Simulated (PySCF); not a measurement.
**CHAlClN (SMILES N#[C][AlH][Cl]): a chain of runs**

We compute a geometry optimisation (HF-D3(0)/6-31+G*), then vibrational wavenumbers, then the energy (M06-D3(0)/pc-1), then the excited states (TDA-PBE/6-311+G**) of CHAlClN. The job is set up through a Python script.

Program for the calculation: PySCF 2.14.0.

### Step 1. The molecule

The species is CHAlClN (5 atoms), meant as a singlet with charge 0. As SMILES, `N#[C][AlH][Cl]`. Geometry: a rough force-field guess. The run starts from this shape.

Bond lengths: N1–C2 1.221 Å, C2–Al3 1.967 Å, Al3–Cl4 2.112 Å, Al3–H5 1.600 Å. Angles: N1–C2–Al3 178.9°, C2–Al3–Cl4 120.1°, C2–Al3–H5 118.4°, Cl4–Al3–H5 121.3°.

### Step 2. A geometry optimisation at HF-D3(0)/6-31+G(d) (density fitting, spherical functions) (run 1)

Contents of calc.py:

```python
from pyscf import gto
from pyscf import df
from pyscf.geomopt.geometric_solver import kernel as optimise

mol = gto.M(
    atom='''
N    1.543800  -1.502700   1.330900
C    0.817000  -0.741600   0.712500
Al  -0.343900   0.468500  -0.316500
Cl  -2.138700  -0.253800  -1.164100
H    0.171700   1.956000  -0.604200
''',
    verbose=4,
    spin=0,
    basis='6-31+g*',
    max_memory=1860,
)

calc0 = mol.RHF()
calc0 = calc0.density_fit(auxbasis=df.aug_etb(mol, beta=2.0))
calc0.disp = 'd3zero'
converged, mol_eq = optimise(calc0, maxsteps=100)
print('converged:', converged)
print(mol_eq.tostring())

calc0.reset(mol_eq)
mol = mol_eq
calc0.kernel()
etot = calc0.e_tot
print('E = %.10f Eh' % etot)
```

Command:

```bash
OMP_NUM_THREADS=1 python calc.py
```

Standard output:

```text
PySCF version 2.14.0

[... 68 lines left out ...]
> Convergence Criteria:
[... 17 lines left out ...]
WARN: Mole.unit (angstrom) is changed to Bohr
[... 67 lines left out ...]
Step    0 : Gradient = 1.098e-01/1.772e-01 (rms/max) Energy = -794.3547736625
[... 130 lines left out ...]
converged SCF energy = -794.370137619788
[... 139 lines left out ...]
converged SCF energy = -794.370836684309
[... 133 lines left out ...]
converged SCF energy = -794.370897229031
[... 133 lines left out ...]
converged SCF energy = -794.370900825788
[... 80 lines left out ...]
Converged! =D
[... 52 lines left out ...]
converged SCF energy = -794.370900963455
E = -794.3709009635 Eh
```

It took 55 s on 1 thread of Intel Xeon at 2.50GHz (Skylake/Cascade Lake), shared host; peak memory 0.23 GiB.

Steps, from the record of the run:

| step | energy from the first frame kept (eV) | largest force (eV/Å) |
| --- | --- | --- |
| 0 | 0.0000 | 9.1129 |
| 1 | -0.4100 | 2.6037 |
| 2 | -0.4181 | 0.4129 |
| 3 | -0.4343 | 0.7351 |
| 4 | -0.4371 | 0.3635 |
| 5 | -0.4387 | 0.0669 |
| 6 | -0.4387 | 0.0615 |
| 7 | -0.4388 | 0.0236 |
| 8 | -0.4388 | 0.0127 |
| 9 | -0.4388 | 0.0048 |

After the run. Bond lengths: N1–C2 1.141 Å, C2–Al3 1.941 Å, Al3–Cl4 2.084 Å, Al3–H5 1.556 Å. Angles: N1–C2–Al3 178.7°, C2–Al3–Cl4 116.1°, C2–Al3–H5 121.2°, Cl4–Al3–H5 122.7°.

### Step 3. Vibrational wavenumbers at HF-D3(0)/6-31+G(d) (density fitting, spherical functions) (run 2)

Contents of calc.py:

```python
from pyscf import gto, scf, symm
from pyscf import df
from pyscf.hessian import thermo

molecule = gto.M(
    atom='''
N        2.032712      -1.181599       1.544962
C        1.373190      -0.476428       0.936587
Al       0.281972       0.755415      -0.093469
Cl      -1.503716      -0.009945      -0.847142
H        0.732797       2.225222      -0.330557
''',
    charge=0,
    max_memory=1860,
    basis='6-31+g*',
    verbose=4,
)

myscf = scf.RHF(molecule)
myscf = myscf.density_fit(auxbasis=df.aug_etb(molecule, beta=2.0))
myscf.disp = 'd3zero'
myscf.kernel()

e_final = myscf.e_tot
print(f'total energy: {e_final:.8f} hartree')
hess = myscf.Hessian().kernel()
modes = thermo.harmonic_analysis(molecule, hess)
thermo.dump_normal_mode(molecule, modes)
symm.geom.TOLERANCE = 1e-3  # for the symmetry number
th = thermo.thermo(myscf, modes['freq_au'], 800, 101325)
thermo.dump_thermo(molecule, th)
```

Command:

```bash
OMP_NUM_THREADS=1 python calc.py
```

Standard output:

```text
PySCF version 2.14.0

[... 85 lines left out ...]
converged SCF energy = -794.370900963382
total energy: -794.37090096 hartree
[... 3 lines left out ...]
WARN: DFTD3 does not support analytical Hessian, using finite difference
[... 1 line left out ...]
WARN: Mole.unit (angstrom) is changed to Bohr
[... 231 lines left out ...]
Gibbs free energy [Eh] -794.44991
```

Run time: 72 s. Hardware: 1 thread of Intel Xeon at 2.50GHz (Skylake/Cascade Lake), shared host; peak memory 0.67 GiB.

### Step 4. The energy at M06-D3(0)/pc-1 (sfX2C, density fitting with cc-pvdz-jkfit, IEF-PCM water) (run 3)

Contents of start.xyz:

```xyz
5
CHAlClN
N      1.459301    -1.458852     1.294606
C      0.799779    -0.753681     0.686231
Al    -0.291439     0.478162    -0.343825
Cl    -2.077127    -0.287198    -1.097498
H      0.159386     1.947969    -0.580913
```

Contents of job.py:

```python
from pyscf import gto, dft, solvent

mol = gto.M(
    atom='start.xyz',
    verbose=4,
    charge=0,
    basis='pc-1',
    max_memory=1860,
)

myscf = dft.RKS(mol, xc='m06')
myscf = myscf.sfx2c1e()
myscf = myscf.density_fit(auxbasis='cc-pvdz-jkfit')
myscf = myscf.PCM()
myscf.with_solvent.method = 'IEF-PCM'
myscf.with_solvent.eps = 78.3553
myscf.disp = 'd3zero'
myscf.kernel()

e_final = myscf.e_tot
print('E(%s) = %.9f' % ('M06', e_final))
```

Command:

```bash
OMP_NUM_THREADS=1 python job.py
```

Standard output:

```text
PySCF version 2.14.0

[... 53 lines left out ...]
WARN: PCM is an experimental feature. It is still in testing.
[... 17 lines left out ...]
Solvent Energy = -0.0342761440421215
[... 7 lines left out ...]
Solvent Energy = -0.0220428974219184
[... 7 lines left out ...]
Solvent Energy = -0.0200965288075079
[... 7 lines left out ...]
Solvent Energy = -0.0200797014521355
[... 7 lines left out ...]
Solvent Energy = -0.0200797118461565
[... 5 lines left out ...]
converged SCF energy = -797.767596575328
E(M06) = -797.767596575
```

Run time: 36 s. Hardware: 1 thread of Intel Xeon at 2.50GHz (Skylake/Cascade Lake), shared host; peak memory 0.42 GiB.

### Step 5. The vertical excitations at TDA-PBE/6-311+G(d,p) (sfX2C, IEF-PCM acetonitrile, spin of roots singlet) (run 4)

Contents of calc.py:

```python
from pyscf import gto, dft, tdscf, solvent

mol = gto.M(
    atom=[
    ('N', (1.459301, -1.458852, 1.294606)),
    ('C', (0.799779, -0.753681, 0.686231)),
    ('Al', (-0.291439, 0.478162, -0.343825)),
    ('Cl', (-2.077127, -0.287198, -1.097498)),
    ('H', (0.159386, 1.947969, -0.580913)),
],
    verbose=4,
    basis='6-311+g**',
    spin=0,
    max_memory=1860,
)

ks = dft.RKS(mol)
ks.xc = 'pbe'
ks = ks.x2c()
ks = ks.PCM()
ks.with_solvent.method = 'IEF-PCM'
ks.with_solvent.eps = 35.688  # acetonitrile
ks.kernel()

energy = ks.e_tot
print(f'total energy: {energy:.8f} hartree')

td = ks.TDA()
td.nstates = 8
td.kernel()
td.analyze()
roots = td.e * 27.211386
osc = td.oscillator_strength()
print('state   eV      nm      f')
for i, (w, f) in enumerate(zip(roots, osc), 1):
    print('%3d %9.4f %8.1f %9.5f' % (i, w, 1239.842 / w, f))
```

Command:

```bash
OMP_NUM_THREADS=1 python calc.py
```

Standard output:

```text
PySCF version 2.14.0

[... 56 lines left out ...]
WARN: PCM is an experimental feature. It is still in testing.
[... 13 lines left out ...]
Solvent Energy = -0.027853615253596
[... 7 lines left out ...]
Solvent Energy = -0.0251724412849249
[... 7 lines left out ...]
Solvent Energy = -0.01743272208087
[... 7 lines left out ...]
Solvent Energy = -0.0175412830382942
[... 7 lines left out ...]
Solvent Energy = -0.0175404520418304
[... 7 lines left out ...]
Solvent Energy = -0.0175402058922597
[... 2 lines left out ...]
total energy: -797.51164091 hartree
[... 38 lines left out ...]
** Transition electric dipole moments (AU) **
[... 7 lines left out ...]
** Transition velocity dipole moments (imaginary part, AU) **
state          X           Y           Z        Dip. S.      Osc.
  1         0.0151     -0.0090     -0.0266      0.0010      0.0035
  2         0.0198     -0.0115     -0.0342      0.0017      0.0052
  3        -0.0624     -0.0068     -0.0333      0.0051      0.0153
[... 4 lines of this table left out ...]
  8         0.0388     -0.0230     -0.0688      0.0068      0.0178

** Transition magnetic dipole moments (imaginary part, AU) **
state          X           Y           Z
  1         0.5223     -0.0819      0.3230
  2         0.4734     -0.3940      0.4003
  3         0.0301     -0.0189     -0.0447
[... 4 lines of this table left out ...]
  8         0.0922      0.1817     -0.0091
state   eV      nm      f
  1    5.2914    234.3   0.00703
  2    5.9491    208.4   0.00860
  3    5.9887    207.0   0.06058
[... 4 lines of this table left out ...]
  8    6.9020    179.6   0.01887
```

It took 3.2 min on 1 thread of Intel Xeon at 2.50GHz (Skylake/Cascade Lake), shared host; peak memory 0.75 GiB.

The roots found:

| excited state | energy (eV) | strength |
| --- | --- | --- |
| 1 | 5.291 | 0.0070 |
| 2 | 5.949 | 0.0086 |
| 3 | 5.989 | 0.0606 |
| 4 | 6.441 | 0.0067 |
| 5 | 6.455 | 0.0027 |
| 6 | 6.636 | 0.0006 |
| 7 | 6.792 | 0.0118 |
| 8 | 6.902 | 0.0189 |

### Step 6. Results

| quantity | value |
| --- | --- |
| run 1, HF-D3(0)/6-31+G*: total energy at the end | -794.37090 Eh |
| run 1, HF-D3(0)/6-31+G*: dipole moment | 3.14 D |
| run 1, HF-D3(0)/6-31+G*: HOMO energy | -13.01 eV |
| run 1, HF-D3(0)/6-31+G*: LUMO energy | 0.19 eV |
| run 1, HF-D3(0)/6-31+G*: HOMO–LUMO gap | 13.20 eV |
| run 1, HF-D3(0)/6-31+G*: dispersion energy | -6.43 kJ/mol |
| run 2, HF-D3(0)/6-31+G*: lowest harmonic wavenumber | 125 cm⁻¹ |
| run 2, HF-D3(0)/6-31+G*: highest harmonic wavenumber | 2526 cm⁻¹ |
| run 2, HF-D3(0)/6-31+G*: zero-point energy | 46.2 kJ/mol |
| run 2, HF-D3(0)/6-31+G*: ideal-gas entropy at 800 K (symmetry number 1 as used) | 93.3 cal/(mol K) |
| run 3, M06-D3(0)/pc-1: total energy | -797.76760 Eh |
| run 3, M06-D3(0)/pc-1: dipole moment | 3.97 D |
| run 3, M06-D3(0)/pc-1: HOMO energy | -9.22 eV |
| run 3, M06-D3(0)/pc-1: LUMO energy | -1.85 eV |
| run 3, M06-D3(0)/pc-1: HOMO–LUMO gap | 7.38 eV |
| run 3, M06-D3(0)/pc-1: dispersion energy | -0.53 kJ/mol |
| run 3, M06-D3(0)/pc-1: solvent term in the energy | -52.7 kJ/mol |
| run 4, TDA-PBE/6-311+G**: ground-state or mean-field energy | -797.51164 Eh |
| run 4, TDA-PBE/6-311+G**: dipole moment (PBE Kohn–Sham density) | 3.75 D |
| run 4, TDA-PBE/6-311+G**: HOMO energy (PBE Kohn–Sham orbitals) | -7.86 eV |
| run 4, TDA-PBE/6-311+G**: LUMO energy (PBE Kohn–Sham orbitals) | -2.63 eV |
| run 4, TDA-PBE/6-311+G**: HOMO–LUMO gap (PBE Kohn–Sham orbitals) | 5.22 eV |
| run 4, TDA-PBE/6-311+G**: solvent term in the energy | -46.1 kJ/mol |
| run 4, TDA-PBE/6-311+G**: lowest singlet excitation energy | 5.29 eV |

What this shows: The optimisation (run 1, HF-D3(0)/6-31+G*) took 9 steps and changed the energy by -0.439 eV. All 9 modes (run 2, HF-D3(0)/6-31+G*) are real, so the shape is a minimum at this level. Mulliken charges (run 3, M06-D3(0)/pc-1) run from -0.39 on Cl4 to +1.01 on Al3. The brightest of the 8 transitions from the ground state lies at 5.99 eV (207 nm, f = 0.061); the lowest, at 5.29 eV, has f = 0.007. Mulliken charges (run 4, TDA-PBE/6-311+G**) of the mean-field density run from -0.29 on N1 to +0.92 on Al3; in a basis this large or diffuse they mean little.
